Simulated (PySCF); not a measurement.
# Pb2O: one geometry, many levels of theory

How much do the numbers for Pb2O (triplet) hang on the method? All levels run at one geometry, the PBE0 minimum.

Program: PySCF 2.14.0. Level of theory: several methods, basis O def2-SVP, Pb def2-SVP with ECP60, scalar-relativistic core potentials, no spin–orbit coupling, density fitting. These are calculated values, not measurements.

## (1) The system as given

3 atoms, charge 0, spin multiplicity 3.

Bond lengths: O1–Pb2 2.078 Å, O1–Pb3 2.078 Å. Angles: Pb2–O1–Pb3 180.0°.

```xyz
3
charge 0 multiplicity 3
O     0.0000    0.0000    0.0000
Pb    0.0000    0.0000    2.0781
Pb    0.0000    0.0000   -2.0781
```

## (2) PBE0

One driver script runs all steps and calls PySCF; scf.py shows the equivalent input of each level. Each SCF starts from the density of the minimum. The driver also runs the species with one electron less or more at the same geometry (one less: multiplicity 2, one more: multiplicity 4); their logs are not shown.

File scf.py:

```python
from pyscf import gto, scf, dft
mol = gto.M(atom='''
O      0.000000     0.000000     0.000000
Pb     0.000000    -0.000000     2.078150
Pb    -0.000000     0.000000    -2.078150''',
    basis={'O': 'def2-SVP', 'Pb': 'def2-SVP'},
    ecp={'Pb': 'def2-SVP'},
    charge=0, spin=2)
mf = dft.UKS(mol, xc='PBE0')
mf.grids.atom_grid = (99, 590)
aux = {'O': 'def2-universal-JKFIT', 'Pb': 'def2-universal-JKFIT'}
mf = mf.density_fit(auxbasis=aux)
mf.kernel()
```

## (3) HF

scf.py: that of step 2 with these lines changed.

```diff
@@ -9,2 +9 @@
-mf = dft.UKS(mol, xc='PBE0')
-mf.grids.atom_grid = (99, 590)
+mf = scf.UHF(mol)
```

## (4) MP2

scf.py: that of step 3 with these lines changed.

```diff
@@ -12,0 +13,2 @@
+from pyscf.mp import dfump2
+dfump2.DFUMP2(mf, frozen=9).kernel()  # the driver gives MP2 a fitting basis of its own (RI)
```

## (5) PBE

scf.py: that of step 4 with these lines changed.

```diff
@@ -9 +9,2 @@
-mf = scf.UHF(mol)
+mf = dft.UKS(mol, xc='PBE')
+mf.grids.atom_grid = (99, 590)
@@ -13,2 +13,0 @@
-from pyscf.mp import dfump2
-dfump2.DFUMP2(mf, frozen=9).kernel()  # the driver gives MP2 a fitting basis of its own (RI)
```

## (6) CCSD(T)

scf.py: that of step 5 with these lines changed.

```diff
@@ -9,2 +9 @@
-mf = dft.UKS(mol, xc='PBE')
-mf.grids.atom_grid = (99, 590)
+mf = scf.UHF(mol)
@@ -13,0 +13,3 @@
+from pyscf import cc
+mycc = cc.CCSD(mf, frozen=9).run()
+mycc.ccsd_t()
```

## (7) r2SCAN

scf.py: that of step 6 with these lines changed.

```diff
@@ -9 +9,2 @@
-mf = scf.UHF(mol)
+mf = dft.UKS(mol, xc='R2SCAN')
+mf.grids.atom_grid = (99, 590)
@@ -13,3 +13,0 @@
-from pyscf import cc
-mycc = cc.CCSD(mf, frozen=9).run()
-mycc.ccsd_t()
```

## (8) B3LYP

scf.py: that of step 7 with these lines changed.

```diff
@@ -9 +9 @@
-mf = dft.UKS(mol, xc='R2SCAN')
+mf = dft.UKS(mol, xc='B3LYP')
```

## (9) TPSSh

scf.py: that of step 8 with these lines changed.

```diff
@@ -9 +9 @@
-mf = dft.UKS(mol, xc='B3LYP')
+mf = dft.UKS(mol, xc='TPSSH')
```

## (10) wB97X

scf.py: that of step 9 with these lines changed.

```diff
@@ -9 +9 @@
-mf = dft.UKS(mol, xc='TPSSH')
+mf = dft.UKS(mol, xc='WB97X')
```

(Steps that only read results are left out.)

Before running it: what results should come out? Wanted: atomisation energy, range; vertical ionisation energy, CCSD(T); vertical electron affinity, CCSD(T); orbital gap, range; T1, D1; T1, D1 of the cation; T1, D1 of the anion.

**Answer**, as computed:

| quantity | value |
| --- | --- |
| atomisation energy, range | 218 (HF) to 706 (PBE) kJ/mol |
| vertical ionisation energy, CCSD(T) | 5.33 eV |
| vertical electron affinity, CCSD(T) | 0.47 eV |
| orbital gap, range | 0.62 (PBE) to 6.56 (HF) eV |
| T1, D1 | 0.032, 0.164 |
| T1, D1 of the cation | 0.027, 0.117 |
| T1, D1 of the anion | 0.060, 0.446 |

The atomisation energy spreads over 488 kJ/mol, from HF to PBE; without a CCSD(T) value for it there is no yardstick here. Against CCSD(T), the vertical ionisation energy is best met by HF (+0.05 eV) and worst by r2SCAN (+0.33 eV). In so small a basis CCSD(T) is itself short of its limit. HF costs 2.9 s against 2.3 min for CCSD(T), a factor of about 50, and lands within 0.05 eV. For the vertical electron affinity, PBE comes nearest to CCSD(T) (-0.02 eV) and MP2 is farthest (-0.92 eV). PBE's −ε(HOMO), 3.3 eV, falls 2.0 eV short of the ionisation energy, while its energy difference gives 5.6 eV. T1 of the anion is large, so the CCSD(T) value that rests on it is in doubt and small misses rank nothing. Spin contamination is strong in at least one of the open-shell species at HF, MP2, CCSD(T). Without diffuse functions electron affinities tend to come out too low. Spin–orbit coupling, left out here, can matter for elements this heavy.
